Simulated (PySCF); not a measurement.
**The bond of AsO+, level by level**

The task here is to estimate one member of a computed series from the others.

The runs use PySCF 2.14.0; As def2-TZVPPD, O def2-TZVPPD, no relativity.

Set-up of the first run:

The job is set up so:

- atoms: As, O
- charge: 1
- basis: As def2-TZVPPD, O def2-TZVPPD
- Hamiltonian: no relativity
- basis functions: 94
- electrons treated: 40
- masses in u: 74.9216, 15.9949
- levels: PBE0, PBE, r²SCAN, BP86, r²SCAN0, M06-L, TPSS, B2PLYP, CAM-B3LYP, HF, MP2, SCS-MP2, CCSD, CCSD(T)
- grid: 80 radial by 434 angular points
- occupations: held fixed by the projection of orbital angular momentum
- dissociation limit: As+ + O, each in its ground configuration
- starting distance in angstrom: 1.875
- values of 2S to try: 0, 2, 4

Launch:

```bash
OMP_NUM_THREADS=2 python dia.py task.json out
```

Steps of the session up to this table: The job; First curve: PBE0; Higher solutions at PBE0; PBE (GGA); r²SCAN; BP86 (GGA); r²SCAN0 (hybrid meta-GGA); M06-L (meta-GGA); TPSS; B2PLYP (double hybrid); CAM-B3LYP (range-separated hybrid); RHF (mean field); Correlated methods on the Hartree–Fock reference.

One of the session's tables, all rows but one given; the rest of the session is left out.

Energy (eV) from each level's lowest point:

| R (Å) | RHF | RHF-MP2 | RHF-SCS-MP2 | RHF-CCSD | RHF-CCSD(T) |
| --- | --- | --- | --- | --- | --- |
| 1.342 | 1.996 | 2.887 | 2.820 | n/a | n/a |
| 1.404 | 0.747 | 1.424 | 1.366 | 1.128 | 1.275 |
| 1.466 | 0.142 | 0.566 | 0.521 | 0.359 | 0.453 |
| 1.513 | 0.000 | 0.210 | 0.178 | 0.083 | 0.133 |
| 1.560 | 0.058 | 0.037 | 0.019 | 0.000 | 0.000 |
| 1.607 | 0.271 | 0.000 | 0.000 | 0.065 | 0.010 |
| 1.669 | 0.731 | 0.105 | 0.131 | 0.321 | 0.186 |
| 1.747 | ? | ? | ? | ? | ? |
| 1.841 | 2.576 | 0.922 | 1.027 | 1.594 | 1.184 |
| 1.966 | 4.094 | 1.957 | 2.095 | n/a | n/a |

**Question.** Estimate the row for R (Å) = 1.747.

Worked estimate for «RHF». A straight line through the neighbours (1.669, 0.731) and (1.841, 2.576) gives 0.731 + (2.576 − 0.731) × (1.747 − 1.669) / (1.841 − 1.669) = 1.568; a parabola fitted to 4 rows on both sides gives 1.526.

The run gave: RHF: 1.498; RHF-MP2: 0.403; RHF-SCS-MP2: 0.464; RHF-CCSD: 0.827; RHF-CCSD(T): 0.577. In «RHF» the line misses by +0.070 and the parabola by +0.028.

Caveats from the session: Lowest PBE0 solution found, without spin–orbit coupling: ¹Σ⁺ (singlet), closed shell. Warnings in the runs' records: inverted.
